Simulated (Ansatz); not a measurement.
# C₂H₁₁GeNSi: basis-set convergence

The task here is to estimate one member of a computed series from the others.

The runs use Ansatz 0.2.0, Gaussian basis; one geometry, several basis sets.

Plan: PBE0-D4/def2-SVP; ωB97M-V/def2-SVP; PBE0-D4/def2-QZVPP; ωB97M-V/def2-QZVPP; the functionals' def2-TZVPP values are taken from earlier runs.

### The relaxed structure

All runs share one geometry, relaxed beforehand with PBE0-D4 in a triple-zeta def2 set.

SMILES `CC[N]([SiH3])[GeH3]`, 16 atoms, charge 0, spin multiplicity 1.

Atoms are counted from 1 here; the program's logs count them from 0.

Bond lengths: C1–C2 1.520 Å, C1–H6 1.092 Å, C1–H7 1.093 Å, C1–H8 1.093 Å, C2–N3 1.461 Å, C2–H9 1.098 Å, C2–H10 1.097 Å, N3–Si4 1.719 Å, N3–Ge5 1.841 Å, Si4–H11 1.486 Å, Si4–H12 1.491 Å, Si4–H13 1.494 Å, Ge5–H14 1.544 Å, Ge5–H15 1.534 Å, Ge5–H16 1.541 Å. Angles: C2–C1–H6 110.9°, C2–C1–H7 111.1°, C2–C1–H8 110.8°, H6–C1–H7 107.8°, H6–C1–H8 108.3°, H7–C1–H8 107.9°, C1–C2–N3 114.0°, C1–C2–H9 109.3°, C1–C2–H10 109.5°, N3–C2–H9 108.7°, N3–C2–H10 109.3°, H9–C2–H10 105.6°, C2–N3–Si4 118.3°, C2–N3–Ge5 117.1°, Si4–N3–Ge5 124.1°, N3–Si4–H11 108.2°, N3–Si4–H12 109.9°, N3–Si4–H13 113.7° and more.

Set-up of the first run:

in.yaml reads:

```yaml
crystal:
  periodic: [false, false, false]
  atoms:
    - {symbol: C, position_ang: [0.876027, 0.898675, -1.517535]}
    - {symbol: C, position_ang: [-0.234796, -0.067107, -1.140012]}
    - {symbol: N, position_ang: [-0.327138, -0.335990, 0.293151]}
    - {symbol: Si, position_ang: [0.515240, -1.695593, 0.921773]}
    - {symbol: Ge, position_ang: [-1.157467, 0.935986, 1.334150]}
    - {symbol: H, position_ang: [1.848230, 0.518284, -1.195635]}
    - {symbol: H, position_ang: [0.726879, 1.874171, -1.047467]}
    - {symbol: H, position_ang: [0.908114, 1.048956, -2.599897]}
    - {symbol: H, position_ang: [-0.084400, -1.017886, -1.667251]}
    - {symbol: H, position_ang: [-1.196182, 0.321170, -1.499721]}
    - {symbol: H, position_ang: [0.155172, -1.840646, 2.355668]}
    - {symbol: H, position_ang: [0.133983, -2.922481, 0.165106]}
    - {symbol: H, position_ang: [2.001166, -1.580421, 0.822544]}
    - {symbol: H, position_ang: [-0.272224, 2.181677, 1.551293]}
    - {symbol: H, position_ang: [-1.484647, 0.295166, 2.688465]}
    - {symbol: H, position_ang: [-2.430857, 1.363441, 0.579668]}
basis:
  gaussian: {orbitals: def2-SVP}
hamiltonian: {xc: pbe0, dispersion: d4}
output: {orbitals: {seedname: orbitals}}
```

Run with:

```
$ ansatz run in.yaml --threads 4 --pin off --events-out ev --progress --plain --max-ram 11315MiB
```

Among the steps run: PBE0-D4 in def2-SVP; ωB97M-V in def2-SVP; PBE0-D4 in def2-QZVPP; ωB97M-V in def2-QZVPP.

One table of the session follows, with a row left open; its other results are not shown here.

It belongs to the step «Functionals by basis». 

| functional | basis | HOMO (eV) | LUMO (eV) |
| --- | --- | --- | --- |
| PBE0-D4 | def2-SVP | -6.72 | 0.53 |
| PBE0-D4 | def2-TZVPP | -6.80 | 0.22 |
| PBE0-D4 | def2-QZVPP | -6.81 | 0.07 |
| ωB97M-V | def2-SVP | ? | ? |
| ωB97M-V | def2-TZVPP | -9.07 | 1.92 |
| ωB97M-V | def2-QZVPP | -9.08 | 1.59 |

**Question.** Estimate the row for ωB97M-V, def2-SVP.

As computed: HOMO (eV): -8.96; LUMO (eV): 2.37. In the column «HOMO (eV)» it lies between ωB97M-V, def2-TZVPP (-9.07) and PBE0-D4, def2-QZVPP (-6.81).
